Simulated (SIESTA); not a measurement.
Crystal: Ag3Au.

```xyz
4
Lattice="-2.0595 2.0595 4.0976 2.0595 -2.0595 4.0976 2.0595 2.0595 -4.0976" Properties=species:S:1:pos:R:3 pbc="T T T"
Au    0.0000    0.0000    0.0000
Ag    0.0000    0.0000    4.0976
Ag    2.0595    0.0000    2.0488
Ag    0.0000    2.0595    2.0488
```

The cell comes from a database or a generator and needn't be the stable form of this composition.

```yaml
Program: SIESTA 5.4.2
Task: single point
Functional: PBEsol
Potentials_or_basis: PseudoDojo 0.4 standard (PBEsol files)
Basis: DZP (energy shift 0.003 Ry; two zetas on semicore shells)
Grid_cutoff: 800 Ry
Energy_shift: 0.003 Ry
k_mesh: 9 × 9 × 9
Occupations: fermi-dirac, width 0.05 eV
Spin: no spin polarisation
```

On this cell: pressure -4.3 GPa; largest force under 0.003 eV/Å; band gap on the k mesh none (metal or under the smearing width).

The same run follows on a disturbed copy (atoms moved at random, drawn with an rms of 0.05 Å):

```
CELL_PARAMETERS angstrom
-2.05950 2.05950 4.09760
2.05950 -2.05950 4.09760
2.05950 2.05950 -4.09760
ATOMIC_POSITIONS crystal
Au 0.01309 0.00657 0.01516
Ag 0.51258 0.51144 0.01207
Ag 0.24762 0.73911 0.48431
Ag 0.75369 0.25231 0.51498
```

**Question.** What changes?

**Answer.** The energy (extrapolated to zero smearing) moves by +10.0 meV/atom; pressure -3.9 GPa; largest force 0.522 eV/Å; band gap on the k mesh none (metal or under the smearing width).

Forces in eV/Å, atoms in the order of the input:
```
Au  -0.081 -0.155 -0.245
Ag  -0.081 -0.013 -0.349
Ag   0.399  0.289  0.172
Ag  -0.237 -0.121  0.421
```

Stress tensor (GPa, compression positive):
```
-3.90  0.10  0.13
 0.10 -3.85  0.03
 0.13  0.03 -3.94
```

Caveats: short orbitals over semicore shells can move pressures by several GPa; the basis of atomic orbitals isn't converged, which shifts pressures, moduli and gaps.
